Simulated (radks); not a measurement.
# Cu⁴⁺ in [Ne] 3s2 3p5 3d7 4d1: an all-electron calculation

The task here is to estimate one member of a computed series from the others.

The numbers are computed with radks (a radial shooting solver on a logarithmic mesh, Libxc functionals) version 1 (non-relativistic Kohn-Sham, LDA (Slater exchange, Perdew-Wang correlation), spin-polarised, spherical densities, point nucleus; open shells are filled with parallel spins first), except any that are marked as measured or tabulated.

## The atom as given

```
element       : copper (Z = 29)
charge        : +4
electrons     : 25
configuration : [Ne] 3s2 3p5 3d7 4d1
```

The outer shells:

Cu⁴⁺
```
[Ne] core
3s [↑↓]
3p [↑↓][↑↓][↑ ]
3d [↑↓][↑↓][↑ ][↑ ][↑ ]
4d [↑ ][  ][  ][  ][  ]
```

Set-up of the first run:

Input:

```text
Z 29
configuration [Ne] 3s2 3p5 3d7 4d1
relativity non-relativistic
functional lda,pw
spin polarised
nucleus point
```

The run is started by

```sh
$ python run_ks.py task.json out
```

All runs below come from this command, one after another.

Among the steps run: Self-consistent calculation.

One table of the session follows, with a row left open; its other results are not shown here.

It belongs to the step «Radial structure». Radial moments (bohr):

| level | <r> | outermost maximum (interpolated) | 90 % within | nodes |
| --- | --- | --- | --- | --- |
| 1s up | 0.05298 | 0.0349 | 0.0943 | 0 |
| 1s down | 0.05298 | 0.0349 | 0.0943 | 0 |
| 2s up | 0.2392 | 0.200 | 0.370 | 1 |
| 2s down | 0.2388 | 0.200 | 0.369 | 1 |
| 2p up | 0.2080 | 0.159 | 0.340 | 0 |
| 2p down | ? | ? | ? | ? |
| 3s up | 0.7009 | 0.615 | 1.04 | 2 |
| 3s down | 0.7047 | 0.616 | 1.05 | 2 |
| 3p up | 0.7167 | 0.612 | 1.09 | 1 |
| 3p down | 0.7222 | 0.614 | 1.10 | 1 |
| 3d up | 0.7596 | 0.561 | 1.25 | 0 |
| 3d down | 0.7741 | 0.565 | 1.28 | 0 |
| 4d up | 2.552 | 2.32 | 3.75 | 1 |
| 4d down | 2.635 | 2.37 | 3.89 | 1 |

Q: Estimate the row for 2p down from the others.

The run gave: <r>: 0.2077; outermost maximum (interpolated): 0.159; 90 % within: 0.339; nodes: 0. In the column «<r>» it lies between 1s down (0.05298) and 2p up (0.2080).
